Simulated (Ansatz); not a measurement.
ZnRe:

```
CELL_PARAMETERS angstrom
2.74822 0.00000 0.00000
-1.37411 2.38003 0.00000
0.00000 0.00000 4.49407
ATOMIC_POSITIONS crystal
Re 0.33333 0.66667 0.50000
Zn 0.00000 0.00000 0.00000
```

The cell comes from a database or a generator and needn't be the stable form of this composition.

Base run:

```yaml
Program: Ansatz 0.2.0
Functional: PBE
Potentials_or_basis: all-electron LAPW, scalar-relativistic
Cutoff: 279 eV
Density_cutoff: 1114 eV
Basis_error_allowed: 0.001 eV/atom
k_mesh: 11 × 11 × 6
Occupations: gaussian, width 0.05 eV
Spin: no spin polarisation
```

Its results: band gap on the k mesh none (metal or under the smearing width); pressure -1.5 GPa.

Task: The run is repeated on the same cell with these changes: functional from PBE to LDA. What comes out?

Result: Band gap on the k mesh none (metal or under the smearing width); pressure -14.1 GPa.

LDA binds more tightly than PBE, so the same cell stands under less pressure.

Not every run made on this cell is shown here.
